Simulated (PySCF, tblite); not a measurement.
**C7H7 radical: geometry, infrared bands and EPR parameters**

Aim: predict the infrared bands and EPR parameters of C7H7 radical (`C#C/[C]=C(\C)C=C`).

The runs use tblite 0.8.0 and PySCF 2.14.0, with density-fitted response routines of our own; the level of theory stands in each step. All values are computed, except where a source is named. Atoms count from 0, in the outputs and in this text.

## 1. Starting geometry

14 atoms, charge 0, multiplicity 2; geometry from: force field or distance geometry start.

Bonds of the start (Å): C0–C1 1.21, C1–C2 1.46, C2–C3 1.34, C3–C4 1.49, C3–C5 1.45, C5–C6 1.32, C0–H7 1.07, C4–H8 1.12, C4–H9 1.13, C4–H10 1.10, C5–H11 1.09, C6–H12 1.09, C6–H13 1.09.

## 2. Relaxing the molecule with GFN2-xTB

What the job is given:

```
{"job": {"kind": "relax", "xc": "GFN2-xTB", "basis": "xTB"}, "charge": 0, "multiplicity": 2}
C      3.015700     0.780400    -0.555900
C      2.232100     0.045000    -0.004400
C      1.320800    -0.866200     0.679500
C      0.019300    -0.553300     0.631400
C     -0.953600    -1.452200     1.315400
C     -0.356900     0.655000    -0.076100
C     -1.598100     1.084000    -0.195500
H      3.677900     1.453600    -1.049000
H     -0.584600    -2.502600     1.388700
H     -1.068200    -1.068800     2.366900
H     -1.914800    -1.379400     0.792800
H      0.432200     1.245200    -0.533300
H     -1.777400     2.014900    -0.741800
H     -2.445300     0.544100     0.239100
```

Launch:

```sh
$ OMP_NUM_THREADS=1 python probes_run.py task.json out
```

This one command runs all jobs of the session in turn.

**Question.** This job is followed by: GFN2-xTB harmonic vibrations, gas phase; UKS B3LYP, pcH-1 on C H, non-relativistic, mean-field spin-orbit, GIAO. What will the session give for the following? strongest single infrared mode (GFN2-xTB); zero-point energy (GFN2-xTB); g(iso) (B3LYP); ⟨S²⟩; largest a(iso) (averaged by class); surface potential, 1st and 99th percentile.

As calculated:

```
                                 quantity                 value
strongest single infrared mode (GFN2-xTB)  3132 cm⁻¹, 45 km/mol
             zero-point energy (GFN2-xTB)         66.5 kcal/mol
                           g(iso) (B3LYP)               2.00213
                                     ⟨S²⟩    0.783 (exact 0.75)
       largest a(iso) (averaged by class)  13C on C1, -75.9 MHz
    surface potential, 1st and 99th percentile    -0.65 V and 1.40 V
```

In words: The optimisation took 99 steps and gained 0.942 eV; among the close pairs (by a distance rule), C1–C2 changed most, from 1.459 to 1.307 Å. All 36 modes are real, so the xTB geometry is a minimum. The strongest single mode, at 3132 cm⁻¹, moves mainly H13 and H12. Unscaled tight-binding wavenumbers are off by several per cent, some by more. Its intensities can rank the bands wrongly. The largest spin populations lie on C2 (0.75 e), C0 (0.67 e). The isotropic g lies 0.2 ppt below the free-electron value.
